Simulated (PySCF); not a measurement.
**C₄HF₃O: a look at the electrons**

Aim: take C₄HF₃O and analyse its density (charges, bond critical points, surface potential), see where an electron leaves and enters and localise its valence orbitals.

The runs use PySCF 2.14.0; levels as typed in each script, gas phase, geometry from GFN2-xTB.

## 1. Starting geometry

SMILES `C#CC(=O)C(F)(F)F`, 9 atoms, charge 0, spin multiplicity 1.

Bond lengths: C1–C2 1.202 Å, C1–H9 1.052 Å, C2–C3 1.426 Å, C3–O4 1.196 Å, C3–C5 1.565 Å, C5–F6 1.341 Å, C5–F7 1.341 Å, C5–F8 1.329 Å. Angles: C2–C1–H9 179.5°, C1–C2–C3 178.5°, C2–C3–O4 127.6°, C2–C3–C5 110.6°, O4–C3–C5 121.7°, C3–C5–F6 110.9°, C3–C5–F7 110.9°, C3–C5–F8 112.2°, F6–C5–F7 107.0°, F6–C5–F8 107.8°, F7–C5–F8 107.8°.

Coordinates:

```mol
C4HF3O
  3D, bonds by distance, orders not assigned

  9  8  0  0  0  0  0  0  0  0999 V2000
   -2.6992    0.6197   -0.0002 C   0  0
   -1.6854   -0.0261    0.0007 C   0  0
   -0.4635   -0.7609    0.0005 C   0  0
   -0.3256   -1.9485   -0.0000 O   0  0
    0.7644    0.2101    0.0001 C   0  0
    0.7449    1.0063   -1.0792 F   0  0
    0.7440    1.0090    1.0772 F   0  0
    1.9221   -0.4426    0.0014 F   0  0
   -3.5911    1.1773   -0.0010 H   0  0
  1  2  8  0
  2  3  8  0
  3  4  8  0
  3  5  8  0
  5  6  8  0
  5  7  8  0
  5  8  8  0
  1  9  8  0
M  END
```

## 2. Density, bond paths and surface potential (B3LYP/def2-svpd)

The input, input.py:

```python
import numpy as np
from pyscf import gto, scf, dft
from pyscf.scf import atom_ks, atom_hf
from scipy.linalg import block_diag

def solve(mol, dm0=None, hcore=None):
    mf = (dft.UKS if mol.spin else dft.RKS)(mol, xc='b3lyp')
    mf.grids.level = 3
    mf = mf.density_fit(auxbasis='def2-universal-jkfit')
    mf.conv_tol, mf.max_cycle = 1e-8, 80
    if hcore is not None:
        mf.get_hcore = lambda *args: hcore
    mf.kernel(dm0)
    if not mf.converged:
        mf = mf.newton().run(mf.mo_coeff, mf.mo_occ, max_cycle=30)
    assert mf.converged, 'SCF not converged'
    return mf

mol = gto.M(atom='''
C     -2.69923     0.61974    -0.00016
C     -1.68538    -0.02615     0.00069
C     -0.46352    -0.76092     0.00049
O     -0.32559    -1.94847    -0.00003
C      0.76440     0.21008     0.00008
F      0.74490     1.00627    -1.07918
F      0.74396     1.00904     1.07722
F      1.92205    -0.44264     0.00137
H     -3.59110     1.17729    -0.00103
''', basis='def2-svpd', charge=0, spin=0, verbose=4)
mf = solve(mol)
mf.analyze()
# spherically averaged free atoms, for the promolecule
atm = atom_ks.get_atm_nrks(mol, xc='b3lyp')
pro = block_diag(*[(atm[a[0]][2] * atm[a[0]][3]) @ atm[a[0]][2].T for a in mol._atom])
np.savez('result.npz', e=mf.e_tot, c=mf.mo_coeff, occ=mf.mo_occ, eps=mf.mo_energy, pro=pro, dip=mf.dip_moment(verbose=0), s2=mf.spin_square()[0])
```

Started as:

```bash
$ OMP_NUM_THREADS=1 python input.py
```

## 4. Removing and adding an electron (M06-2X/6-31+g*)

Edit input.py of step 2 so:

```diff
@@ -6,3 +6,3 @@
 def solve(mol, dm0=None, hcore=None):
-    mf = (dft.UKS if mol.spin else dft.RKS)(mol, xc='b3lyp')
+    mf = (dft.UKS if mol.spin else dft.RKS)(mol, xc='m062x')
     mf.grids.level = 3
@@ -28,8 +28,17 @@
 H     -3.59110     1.17729    -0.00103
-''', basis='def2-svpd', charge=0, spin=0, verbose=4)
+''', basis='6-31+g*', charge=0, spin=0, verbose=4)
 mf = solve(mol)
-mf.analyze()
+out = dict(e0=mf.e_tot, dm0=mf.make_rdm1(), c=mf.mo_coeff, occ=mf.mo_occ, eps=mf.mo_energy)
+for name, dq, spin in [('cation', 1, 1), ('anion', -1, 1)]:
+    ion = mol.copy().set(charge=mol.charge + dq, spin=spin).build()
+    mi = solve(ion)
+    if spin and dq > 0 and mol.nao < 130:
+        c, _, stable, _ = mi.stability(return_status=True)
+        if not stable:
+            mi = solve(ion, mi.make_rdm1(c, mi.mo_occ))
+    print(name, 'vertical energy change / eV', (mi.e_tot - mf.e_tot) * 27.211386)
+    out.update({'e_' + name: mi.e_tot, 'dm_' + name: mi.make_rdm1(), 's2_' + name: mi.spin_square()[0], 'eps_' + name: mi.mo_energy, 'occ_' + name: mi.mo_occ})
 # spherically averaged free atoms, for the promolecule
-atm = atom_ks.get_atm_nrks(mol, xc='b3lyp')
+atm = atom_ks.get_atm_nrks(mol, xc='m062x')
 pro = block_diag(*[(atm[a[0]][2] * atm[a[0]][3]) @ atm[a[0]][2].T for a in mol._atom])
-np.savez('result.npz', e=mf.e_tot, c=mf.mo_coeff, occ=mf.mo_occ, eps=mf.mo_energy, pro=pro, dip=mf.dip_moment(verbose=0), s2=mf.spin_square()[0])
+np.savez('result.npz', pro=pro, **out)
```

## 6. Localised orbitals (PBE0/def2-svp)

The input, input.py:

```python
import numpy as np
from pyscf import gto, scf, dft, lo
from pyscf.data.elements import chemcore

def solve(mol, dm0=None, hcore=None):
    mf = (dft.UKS if mol.spin else dft.RKS)(mol, xc='pbe0')
    mf.grids.level = 3
    mf = mf.density_fit(auxbasis='def2-universal-jkfit')
    mf.conv_tol, mf.max_cycle = 1e-8, 80
    if hcore is not None:
        mf.get_hcore = lambda *args: hcore
    mf.kernel(dm0)
    if not mf.converged:
        mf = mf.newton().run(mf.mo_coeff, mf.mo_occ, max_cycle=30)
    assert mf.converged, 'SCF not converged'
    return mf

mol = gto.M(atom='''
C     -2.69923     0.61974    -0.00016
C     -1.68538    -0.02615     0.00069
C     -0.46352    -0.76092     0.00049
O     -0.32559    -1.94847    -0.00003
C      0.76440     0.21008     0.00008
F      0.74490     1.00627    -1.07918
F      0.74396     1.00904     1.07722
F      1.92205    -0.44264     0.00137
H     -3.59110     1.17729    -0.00103
''', basis='def2-svp', charge=0, spin=0, verbose=4)
mf = solve(mol)
occ_all = mf.mo_coeff[:, mf.mo_occ > 0]
occ = occ_all[:, chemcore(mol):]
loc = lo.ibo.ibo(mol, occ, iaos=lo.iao.iao(mol, occ_all))
fock, s = mf.get_fock(), mf.get_ovlp()
ortho = lo.orth_ao(mol, 'meta_lowdin')
ortho = lo.vec_lowdin(lo.iao.iao(mol, occ_all), s)
labels = lo.iao.reference_mol(mol).ao_labels(fmt=None)
vir = lo.vvo.livvo(mol, occ_all, mf.mo_coeff[:, mf.mo_occ == 0])
both = np.hstack([loc, vir])
p = (ortho.T @ s @ both) ** 2
pop = np.array([p[[l[0] == a for l in labels]].sum(0) for a in range(mol.natm)])
spd = np.array([[p[[l[0] == a and l[2][-1] == k for l in labels]].sum(0) for k in 'spd'] for a in range(mol.natm)])
eps = np.einsum('pi,pq,qi->i', both, fock, both)
for i in np.argsort(eps):
    top = np.argsort(-pop[:, i])[:3]
    print('%3d %s %9.4f Eh ' % (i + 1, 'occ' if i < loc.shape[1] else 'vir', eps[i]), '  '.join('%s%d %.3f' % (mol.atom_symbol(a), a + 1, pop[a, i]) for a in top))
np.savez('result.npz', c=both, nocc=loc.shape[1], pop=pop, spd=spd, eps=eps, e=mf.e_tot)
```

(Steps that only read results are left out.)

Q: Predict the outcome of this session. Wanted: dipole moment; HOMO, LUMO; vertical electron affinity.

As calculated:

```
                                                quantity            value
                         dipole moment (B3LYP/def2-svpd)           3.30 D
                            HOMO, LUMO (B3LYP/def2-svpd)  -8.84, -3.25 eV
             vertical electron affinity (M06-2X/6-31+g*)          0.81 eV
localised occupied orbitals above −45 eV (PBE0/def2-svp)               22
```

In words: At B3LYP/def2-svpd: The highest Hirshfeld charge is on C5 (+0.27 e), the lowest on O4 (−0.20 e). The geometry was not optimised at these levels.
